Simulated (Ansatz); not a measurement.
# CH6SeSi2: a ladder of functionals and wavefunction methods

An exercise on one series of results from a longer session: the logs are not shown, and one member is left open.

The runs use Ansatz 0.2.0, Gaussian basis; functionals in def2-TZVPP, the program's frozen cores in correlated methods.

Plan: PBE-D4, r2SCAN-D4, PBE0-D4, B3LYP-D4, ωB97X-V, ωB97M-V, B2PLYP; CCSD(T)/def2-TZVPP; MP2/def2-QZVPP; extrapolation to the limit.

## The relaxed structure

An earlier PBE0-D4 in a triple-zeta def2 set relaxation fixed the geometry.

SMILES `C[SiH]1[SiH2][Se]1`, 10 atoms, charge 0, spin multiplicity 1.

Atoms are counted from 1 here; the program's logs count them from 0.

Bond lengths: C1–Si2 1.864 Å, C1–H5 1.091 Å, C1–H6 1.093 Å, C1–H7 1.093 Å, Si2–Si3 2.257 Å, Si2–Se4 2.297 Å, Si2–H8 1.484 Å, Si3–Se4 2.298 Å, Si3–H9 1.483 Å, Si3–H10 1.483 Å. Angles: Si2–C1–H5 110.4°, Si2–C1–H6 110.3°, Si2–C1–H7 110.3°, H5–C1–H6 108.9°, H5–C1–H7 108.6°, H6–C1–H7 108.4°, C1–Si2–Si3 123.5°, C1–Si2–Se4 116.6°, C1–Si2–H8 112.4°, Si3–Si2–Se4 60.6°, Si3–Si2–H8 119.3°, Se4–Si2–H8 113.6°, Si2–Si3–Se4 60.5°, Si2–Si3–H9 122.9°, Si2–Si3–H10 121.6°, Se4–Si3–H9 115.1°, Se4–Si3–H10 114.7°, H9–Si3–H10 111.3° and more.

Set-up of the first run:

File in.yaml:

```yaml
crystal:
  periodic: [false, false, false]
  atoms:
    - {symbol: C, position_ang: [-1.329848, 0.772425, -0.794741]}
    - {symbol: Si, position_ang: [-0.417533, -0.529213, 0.178295]}
    - {symbol: Si, position_ang: [1.706351, -0.284372, 0.903135]}
    - {symbol: Se, position_ang: [1.279679, -1.627411, -0.911477]}
    - {symbol: H, position_ang: [-0.624960, 1.424526, -1.312264]}
    - {symbol: H, position_ang: [-1.948919, 1.378845, -0.128427]}
    - {symbol: H, position_ang: [-1.980200, 0.304182, -1.537356]}
    - {symbol: H, position_ang: [-1.336205, -1.435034, 0.911852]}
    - {symbol: H, position_ang: [2.237720, -0.988646, 2.094691]}
    - {symbol: H, position_ang: [2.496816, 0.933498, 0.599291]}
basis:
  gaussian: {orbitals: def2-TZVPP}
hamiltonian: {xc: pbe, dispersion: d4}
output: {forces: true, orbitals: {seedname: orbitals}}
```

On the command line:

```sh
$ ansatz run in.yaml --threads 4 --pin off --events-out ev --progress --plain --max-ram 10444MiB
```

Among the steps run: PBE-D4 (GGA); r2SCAN-D4 (meta-GGA); PBE0-D4 (hybrid); B3LYP-D4 (hybrid); ωB97X-V (range-separated); ωB97M-V (range-separated); B2PLYP (double hybrid); CCSD(T) in def2-TZVPP; MP2 in def2-QZVPP.

One table of the session follows, with a row left open; its other results are not shown here.

It belongs to the step «Atomisation energies». 

```
            method  atomisation energy (eV)
            PBE-D4                        ?
         r2SCAN-D4                   34.204
           PBE0-D4                   33.989
          B3LYP-D4                   33.841
           ωB97X-V                   34.238
           ωB97M-V                   33.949
            B2PLYP                   33.423
     HF/def2-TZVPP                   25.184
    MP2/def2-TZVPP                   33.272
   CCSD/def2-TZVPP                   32.614
CCSD(T)/def2-TZVPP                   33.100
           MP2/CBS                   34.273
       CCSD(T)/CBS                   34.101
```

**Question.** Estimate the row for PBE-D4.

As computed: atomisation energy (eV): 34.214. In the column «atomisation energy (eV)» it lies between r2SCAN-D4 (34.204) and ωB97X-V (34.238).
